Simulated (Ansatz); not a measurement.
Here is an Ansatz input file for Nb3Cr, space group Fm-3m. Write the same calculation for the Python package.

```yaml
crystal:
  lattice:
    - [0.0, 3.218895, 3.218895]
    - [3.218895, 0.0, 3.218895]
    - [3.218895, 3.218895, 0.0]
  atoms:
    - { symbol: Nb, position: [0.75, 0.75, 0.75] }
    - { symbol: Nb, position: [0.25, 0.25, 0.25] }
    - { symbol: Nb, position: [0.5, 0.5, 0.5] }
    - { symbol: Cr, position: [0.0, 0.0, 0.0] }
basis:
  ecutwfc: 420.0
kpoints:
  mp_grid: { kspacing: 0.2941176470588 }
magnetization:
  spin_polarized: true
  per_species: { Cr: 2.1 }
scf:
  occupations: { method: fermi_dirac, width: 0.1 }
output:
  forces: true
  eigenvalues: true
```

Launched from the shell:
```console
$ ansatz run input.yaml --threads 1 --pin off --max-ram 3072MiB --backend cpu --events-out ev --progress --plain --runs-dir out
Engine: ansatz 0.2.0, x86_64-unknown-linux-gnu
Pseudopotentials: kind: paw
Pseudopotential: Nb, paw, valence charge 13, recommended cutoff 420 eV (normal), Nb.paw.azcp
Pseudopotential: Cr, paw, valence charge 14, recommended cutoff 420 eV (normal), Cr.paw.azcp
Functional definition: PBE
  parameter kappa = 0.804
  parameter beta = 0.06672455060314922
  exchange = pbe_x(kappa = kappa, mu = beta*pi^2/3)
  correlation = pbe_c(beta = beta)
Crystal: 4 atoms, lattice volume = 66.704 Å³
Basis set: ecut = 420 eV, 1291 PW (Γ), exchange–correlation on 64×64×64 points (8 copies of the dense FFT grid, shifted against one another)
Bands: 34, of which v1, the nominal top of the filled ones, is band 27 counted from 1 (26 counted from 0)
Symmetry: 48 space group operations
Space group: Fm-3m (ITA 225), of the structure as read, at distance tolerance 4.1e-5 Å
Magnetic group: BNS 225.116 (UNI 1618), of the structure as read, at distance tolerance 4.1e-5 Å
k-points: 16 of 216
Non-local potential: Nb, projectors of the file, l = 0: 3, l = 1: 2, l = 2: 2, l = 3: 1
Non-local potential: Cr, projectors of the file, l = 0: 3, l = 1: 2, l = 2: 3, l = 3: 1
PAW form: soft (Blöchl's): semilocal exchange-correlation on the pseudo side does not see the compensation charge
PAW one-centre angular grid: Nb, 590 points (default); XC on 64 Gauss nodes
PAW one-centre angular grid: Cr, 590 points (default); XC on 64 Gauss nodes
Initial density: superposition of atomic densities (chi_scale 0.1, normalization cell)
Starting moments: Σ|m| = 2.1 μB on 1 of 4 sites
Initial wavefunctions: pseudopotential atomic-orbital guess
Functional: x = pbe(κ = 0.804, μ = 0.2195149727645171), c = pbe(β = 0.06672455060314922)
SCF iter   1: F=—  HF=-17037.070148 eV  |F-HF|=—  |Δ(HF+E_count)|=         —  Δρ=9.97e-2 (↑9.97e-2 ↓3.99e-2)  dr2=1.08e1  dr2_m=1.02e0  M=0.711 μB ∫|m|=1.105 μB  β_m=0.30  ethr=3.10e-3  ⟨swp⟩=4.7  Hψ=3484  notcnv=0
Mixer restart at iter 1: flushing history
preconditioner: auto → Kerker (q_TF=auto, 2.626 Å⁻¹)  [metal: Δε(μ)=0.076 eV  Ē_g=4.237 eV  σ=0.100 eV  W_gap=0.19  n_scr=14 (ndim 8)  ℏωp=20.8 eV  f_vac=0.000  D(μ)=4.68/eV (n_scr^D=58)]
spin=Collinear: Kerker preconditioning applied to the charge; magnetization (m = ρ↑ − ρ↓) channel mixes plain (no charge-response kernel on spin).
SCF iter   2: F=—  HF=-17035.526680 eV  |F-HF|=—  |Δ(HF+E_count)|=    1.54e0  Δρ=5.99e-2 (↑5.99e-2 ↓3.45e-2)  dr2=3.26e0  dr2_m=7.44e-1  M=0.556 μB ∫|m|=0.806 μB  β_m=0.47  ethr=3.10e-3  ⟨swp⟩=2.6  Hψ=2365  notcnv=0
SCF iter   3: F=—  HF=-17034.425890 eV  |F-HF|=—  |Δ(HF+E_count)|=    1.10e0  Δρ=2.24e-2 (↑2.24e-2 ↓1.67e-2)  dr2=4.35e-1  dr2_m=1.30e-1  M=0.382 μB ∫|m|=0.655 μB  β_m=0.60  ethr=3.10e-3  ⟨swp⟩=3.3  Hψ=2173  notcnv=0
SCF iter   4: F=—  HF=-17034.316161 eV  |F-HF|=—  |Δ(HF+E_count)|=   1.10e-1  Δρ=8.04e-3 (↑4.56e-3 ↓8.04e-3)  dr2=1.88e-2  dr2_m=1.88e-2  M=0.192 μB ∫|m|=0.425 μB  β_m=0.79  ethr=8.21e-4  ⟨swp⟩=2.5  Hψ=2082  notcnv=0
SCF iter   5: F=—  HF=-17034.322943 eV  |F-HF|=—  |Δ(HF+E_count)|=   6.78e-3  Δρ=5.01e-3 (↑2.26e-3 ↓5.01e-3)  dr2=1.01e-2  dr2_m=7.62e-3  M=0.100 μB ∫|m|=0.277 μB  β_m=0.89  ethr=3.55e-5  ⟨swp⟩=2.0  Hψ=1517  notcnv=0
SCF iter   6: F=—  HF=-17034.322447 eV  |F-HF|=—  |Δ(HF+E_count)|=   4.96e-4  Δρ=2.48e-3 (↑2.48e-3 ↓1.73e-3)  dr2=5.47e-3  dr2_m=2.06e-3  M=0.042 μB ∫|m|=0.152 μB  β_m=0.95  ethr=1.90e-5  ⟨swp⟩=2.0  Hψ=1456  notcnv=0
SCF iter   7: F=—  HF=-17034.322850 eV  |F-HF|=—  |Δ(HF+E_count)|=   4.02e-4  Δρ=1.83e-3 (↑1.83e-3 ↓4.02e-4)  dr2=2.06e-3  dr2_m=7.46e-4  M=0.024 μB ∫|m|=0.087 μB  β_m=0.97  ethr=1.03e-5  ⟨swp⟩=2.0  Hψ=1403  notcnv=0
SCF iter   8: F=—  HF=-17034.322425 eV  |F-HF|=—  |Δ(HF+E_count)|=   4.25e-4  Δρ=1.07e-3 (↑1.07e-3 ↓3.04e-4)  dr2=6.87e-4  dr2_m=2.24e-4  M=-0.015 μB ∫|m|=0.033 μB  β_m=0.92  ethr=3.89e-6  ⟨swp⟩=2.4  Hψ=1888  notcnv=0
SCF iter   9: F=—  HF=-17034.322766 eV  |F-HF|=—  |Δ(HF+E_count)|=   3.41e-4  Δρ=3.26e-4 (↑3.26e-4 ↓3.21e-4)  dr2=3.41e-4  dr2_m=4.75e-7  M=-0.002 μB ∫|m|=0.003 μB  β_m=0.96  ethr=1.30e-6  ⟨swp⟩=1.5  Hψ=1266  notcnv=0
SCF iter  10: F=—  HF=-17034.322830 eV  |F-HF|=—  |Δ(HF+E_count)|=   6.40e-5  Δρ=1.46e-4 (↑1.46e-4 ↓4.19e-5)  dr2=2.78e-5  dr2_m=2.15e-6  M=-0.003 μB ∫|m|=0.004 μB  β_m=0.98  ethr=6.42e-7  ⟨swp⟩=2.0  Hψ=1302  notcnv=0
SCF iter  11: F=—  HF=-17034.322833 eV  |F-HF|=—  |Δ(HF+E_count)|=   3.41e-6  Δρ=8.01e-6 (↑6.35e-6 ↓8.01e-6)  dr2=1.20e-7  dr2_m=1.49e-8  M=-0.000 μB ∫|m|=0.000 μB  β_m=0.99  ethr=5.25e-8  ⟨swp⟩=2.0  Hψ=1339  notcnv=0
SCF iter  12: F=—  HF=-17034.322833 eV  |F-HF|=—  |Δ(HF+E_count)|=   4.71e-8  Δρ=4.73e-6 (↑4.73e-6 ↓2.00e-6)  dr2=3.24e-8  dr2_m=2.64e-9  M=-0.000 μB ∫|m|=0.000 μB  β_m=1.00  ethr=2.27e-10  ⟨swp⟩=2.1  Hψ=1341  notcnv=0
SCF iter  13: F=—  HF=-17034.322833 eV  |F-HF|=—  |Δ(HF+E_count)|=   3.94e-9  Δρ=1.30e-6 (↑3.71e-7 ↓1.30e-6)  dr2=1.00e-9  dr2_m=3.86e-10  M=-0.000 μB ∫|m|=0.000 μB  β_m=0.99  ethr=6.12e-11  ⟨swp⟩=2.0  Hψ=1352  notcnv=0
SCF iter  14: F=-17034.322833 eV  HF=-17034.322833 eV  |F-HF|=1.46e-11  |Δ(HF+E_count)|=  1.86e-10  Δρ=1.98e-7 (↑1.98e-7 ↓1.38e-7)  dr2=1.62e-11  dr2_m=1.43e-11  M=-0.000 μB ∫|m|=0.000 μB  ethr=1.89e-12  ⟨swp⟩=1.0  Hψ=3049  notcnv=0
SCF 1 converged in 14 iterations: F = -17034.322833 eV  dr2 = 1.62e-11
  greatest PAW one-centre occupation: 1.000 electrons in one spin orbital (limit 2), on the Cr atom at site 3 (counted from 0), in its partial waves of l = 0
WARN: the starting moments were not kept: the SCF closed with an absolute magnetisation of 2.5e-5 μB, where they sum to 2.1 μB in size (1 site). That is at most 0.1 of that sum. Measured as dr2_m measures the in/out step, that magnetisation stands 1.4e-10 eV from none, at or under the dr2_threshold of 1.0e-7 eV: it is no larger than a step whose dr2_m would equal this threshold. The system may hold no moment; this SCF shows only that its start led to no more than that. To try another start: raise the starting moments (crystal.atoms[].spin, magnetization.per_species, magnetization.initial_magnetization, or on a non-collinear deck that types none of these the spinor_matrix: blocks that start its atoms; where the total moment is fixed, keep their sum and leave initial_magnetization as it is; typed ones take the place of any that the run laid by itself, positive ones on a crystal's lanthanoids without a Hubbard term where scf.initial_density.shell_occupations: [] is typed) or, if the notice of its spin-set hold's release reads "site moments contracting" or "site moments show no strong build", lengthen the hold (scf.mixing.spin_hold: { on: { confirm: 4 } }; for m-r²SCAN on two components see the key's manual first). Each may lead to a state that holds a moment. A second SCF, from the converged charge density, with the starting moments and any scf.initial_density.shell_occupations laid on it anew, would have followed, and was not run: the deck does not ask for one (magnetization.retry_lost_moments is false, the default). To let it run, set magnetization.retry_lost_moments: true and run the deck again, where that key's refused combinations let it; where memory then withholds it, that run's warning says so.
SCF converged after 14 iterations
Magnetization: -0.0000 μB (26.5000 up, 26.5000 down)
Absolute magnetization: 0.0000 μB (∫|ρ↑−ρ↓|, with the PAW one-centre terms)
Spin contamination: 0.0000 ħ² per cell (⟨S²⟩ above its minimum at these occupations)
Per-site moments (μB) at R_I (Å): [(-1.5553695672577591e-6, 1.1499034973723181), (-1.555369567290829e-6, 1.1499034973723181), (-5.77454652828143e-6, 1.1499034973723181), (1.1385591355777675e-5, 1.1499034973723181)]
Free energy (F): -17034.322833 eV
Harris-Foulkes:  -17034.322833 eV  (|F-HF|=1.46e-11)
Internal energy: -17034.155304 eV  (E = F + TS)
E sigma→0 (E₀):  -17034.239069 eV
Entropy (-TS):   -0.167530 eV (-41.882 meV/atom)
Fermi energy:    17.660921 eV
--- Per-component energies (eV) ---
  E_band       = -368.886342
  E_kinetic    = 1528.324269
  E_local      = -3443.441838  (includes V_loc(G=0)·N_el)
  E_nonlocal   = 438.285134
  E_hartree    = 1244.015418
  E_xc         = -666.771177
  E_vxc        = -817.631347  (∫ρ·V_xc dr)
  E_paw        = -10415.153292  (= ΣΔE_a)
  E_vpaw       = -562.453966  (= ΣTr[D̂ρ^β])
  E_aug_tail   = 0.000387  (compensation charges beyond the density's cutoff)
  E_ewald      = -5719.414205
  E_smearing   = -0.167530  (= −TS)
  E_closure    = 0.000000  (closes the sum)
  Σ components = -17034.322833   (vs F -17034.322833, Δ=0.00e0)
--- Forces (eV/Å), atoms counted from 1 ---
  atom   1  Nb     0.00000000    -0.00000000     0.00000000
  atom   2  Nb     0.00000000    -0.00000000     0.00000000
  atom   3  Nb     0.00000000     0.00000000     0.00000000
  atom   4  Cr    -0.00000000     0.00000000     0.00000000
  max |Σ_I F_I| component: 6.01e-17 eV/Å
--- Band table (eV; the first three rows and the last of 32) ---
  k-point 0 ↑: bands = ["-53.5260", "-36.6834", "-36.4824", "-36.2418", "-24.8737", "-24.8737", "-24.8737", "-12.9238", "-12.9238", "-12.9238", "-12.7838", "-12.7838", "-12.7838", "-12.1110", "-12.1110", "-12.1110", "11.4825", "14.0115", "14.0115", "16.0893", "16.0893", "16.0893", "16.6928", "16.6928", "16.6928", "17.7704", "17.7704", "17.7704", "19.3072", "19.3072", "21.5341", "21.5341", "22.0637", "22.0637"]
  k-point 1 ↑: bands = ["-53.5260", "-36.6629", "-36.4878", "-36.2581", "-24.8738", "-24.8738", "-24.8732", "-13.0114", "-12.9852", "-12.9852", "-12.7288", "-12.7288", "-12.6418", "-12.1674", "-12.1032", "-12.1032", "11.9042", "14.2780", "14.2780", "15.5806", "16.0138", "16.0138", "16.7308", "16.7952", "16.7952", "17.6014", "17.6014", "18.1745", "19.3220", "19.3220", "20.7653", "21.3101", "21.3101", "21.5575"]
  k-point 2 ↑: bands = ["-53.5259", "-36.6117", "-36.5038", "-36.2957", "-24.8741", "-24.8741", "-24.8723", "-13.0597", "-13.0597", "-13.0266", "-12.6688", "-12.6688", "-12.5885", "-12.2089", "-12.0859", "-12.0859", "13.0063", "14.9839", "14.9839", "15.3719", "15.9676", "16.0667", "16.0667", "16.7088", "16.7088", "17.0966", "17.0966", "18.1407", "19.4790", "19.4790", "19.6030", "20.5533", "20.5533", "21.3331"]
  k-point 15 ↓: bands = ["-53.5259", "-36.5305", "-36.5162", "-36.3671", "-24.8751", "-24.8740", "-24.8716", "-13.2783", "-13.1440", "-12.8493", "-12.8241", "-12.4816", "-12.4638", "-12.2471", "-12.0932", "-12.0522", "13.9383", "14.3440", "14.7627", "15.0696", "16.3632", "16.3717", "16.6810", "16.6867", "17.2718", "17.3304", "17.9287", "18.2986", "18.7918", "18.9678", "19.6863", "19.9185", "20.9772", "21.1028"]
```

`scf.py`
```python
"""SCF run for Nb3Cr."""

import ansatz as az


def main() -> None:
    lattice = az.Lattice.of(
        (0.0, 3.218895, 3.218895),
        (3.218895, 0.0, 3.218895),
        (3.218895, 3.218895, 0.0),
    )
    sites = [
        ("Nb", (0.75, 0.75, 0.75)),
        ("Nb", (0.25, 0.25, 0.25)),
        ("Nb", (0.5, 0.5, 0.5)),
        ("Cr", (0.0, 0.0, 0.0)),
    ]
    nb3cr = az.Crystal(lattice=lattice)
    for symbol, position in sites:
        nb3cr = nb3cr.atom(symbol, position)
    nb3cr = nb3cr.moments(Cr=2.1)

    # the calculation
    base = (
        nb3cr.calculation()
        .basis(420)
        .kpoints(density=3.4)
        .occupations("fermi_dirac", width=0.1)
        .spin(az.SpinTreatment.COLLINEAR)
        .compute(band_table=True, forces=True)
    )
    done = base.run()
    r = done.report

    n_atoms = len(r["lattice"]["sites"])
    print("F =", round(r["free_energy_ev"], 4), "eV for", n_atoms, "atoms")
    print("E(sigma -> 0) =", round(r["energy_sigma0_ev"], 4), "eV, TS =", round(r["entropy_ts_ev"], 5), "eV")
    print("closed by", r["closed_by"], "after", r["n_iterations"], "iterations")

    edges = r.get("band_edges_ev")
    if edges:
        print(f"band edges on the mesh: {edges[0]:.3f} and {edges[1]:.3f} eV, gap {edges[1] - edges[0]:.3f} eV")
    else:
        print("no band edges reported; Fermi level", round(r["fermi_energy_ev"], 3), "eV")

    if done.unlabelled_reasons:
        print("not a label:", done.unlabelled_reasons)
    else:
        print(done.training_frame().splitlines()[0], "atoms in the frame")


if __name__ == "__main__":
    main()
```

Running `python scf.py` prints:
```text
RunWarning: the starting moments were not kept: the SCF closed with an absolute magnetisation of 2.5e-5 μB, where they sum to 2.1 μB in size (1 site). That is at most 0.1 of that sum. Measured as dr2_m measures the in/out step, that magnetisation stands [...]
F = -17034.3228 eV for 4 atoms
E(sigma -> 0) = -17034.2391 eV, TS = 0.16753 eV
closed by deck_thresholds after 14 iterations
no band edges reported; Fermi level 17.661 eV
4 atoms in the frame
```
(Warnings from the package without file and line, shortened.)

Reading the output:
- Absolute energies stand on the zero of these potentials, so only differences at equal settings mean something. A total without «per atom» is that of the cell as typed.
- The SCF didn't keep the moments it started from (some shrank, vanished or turned); what is printed is the state reached.
- For a metal this k-point mesh is coarse: on a finer one energies can move by several to tens of meV an atom and pressures by half a GPa or more, differences at one mesh by less.
- An absolute Fermi energy rests on an arbitrary zero of the periodic potential and has no direct meaning.
- No functional is typed, so the default, PBE, holds.
- The structure comes from a database of computed cells and needn't be a stable or known phase.
- Levels are Kohn-Sham eigenvalues on this mesh, without spin-orbit coupling.

(Lines on the test bed's own set-up are left out of the output.)
